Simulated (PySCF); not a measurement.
**C₂H₈F₂Ge₂: spin-spin couplings**

Wanted: the spin-spin couplings of C₂H₈F₂Ge₂ (`F[CH2][GeH]([GeH3])[CH2]F`), by calculation.

The runs use PySCF 2.14.0, with density-fitted response routines of our own; the level of theory stands in each step. All values are computed, except where a source is named. Atoms count from 0, in the outputs and in this text.

**1. The molecule as given**

14 atoms, charge 0, multiplicity 1; geometry from: GFN2-xTB.

Bonds of the start (Å): F0–C1 1.38, C1–Ge2 1.99, Ge2–Ge3 2.40, Ge2–C4 2.00, C4–F5 1.38, C1–H6 1.09, C1–H7 1.09, Ge2–H8 1.52, Ge3–H9 1.50, Ge3–H10 1.50, Ge3–H11 1.49, C4–H12 1.09, C4–H13 1.09.

**2. J couplings: B3LYP/pcSseg-1+pcJ-1**

Job settings and geometry (Å):

```
{"job": {"kind": "j", "xc": "B3LYP", "basis": "pcJ-1"}, "charge": 0, "multiplicity": 1}
F      0.555337    -2.562375     0.757650
C     -0.476304    -1.840151     0.187258
Ge    -0.125852     0.083106     0.582809
Ge     2.027646     0.765541    -0.216792
C     -1.639714     1.087123    -0.261867
F     -1.737350     0.603105    -1.553749
H     -0.463670    -2.058178    -0.883050
H     -1.405633    -2.215531     0.620679
H     -0.267347     0.256152     2.086959
H      2.157795     0.625529    -1.701575
H      2.307688     2.206992     0.090617
H      3.143379    -0.020326     0.390831
H     -2.603854     0.905992     0.216649
H     -1.472799     2.162548    -0.338583
```

Level: B3LYP/pcJ-1 Ge:pcSseg-1 indirect spin-spin coupling, non-relativistic, gas phase.

Command:

```sh
$ OMP_NUM_THREADS=1 python probes_run.py task.json out
```

One launch serves the whole session: the jobs run in the order shown.

What will the session give for the following? largest coupling of the table (B3LYP/pcSseg-1+pcJ-1). Wanted: largest coupling of the table.

**Answer**, as computed:

```
                                            quantity                     value
largest coupling of the table (B3LYP/pcSseg-1+pcJ-1)  1J(F,C) F0–C1, -227.0 Hz
```

**Reading.** Of the pairs tabulated at B3LYP/pcSseg-1+pcJ-1, F0–C1 (mean over like pairs) couples most strongly (-227.0 Hz; Fermi contact -291.0 Hz). Couplings across rotatable bonds belong to this one conformer; where others are populated, the observed values are averages. Density functionals describe couplings to fluorine poorly, F–F couplings above all, so those rows are rough. Spin-orbit coupling is left out, which matters for shieldings and couplings at and beside the heavy atoms.
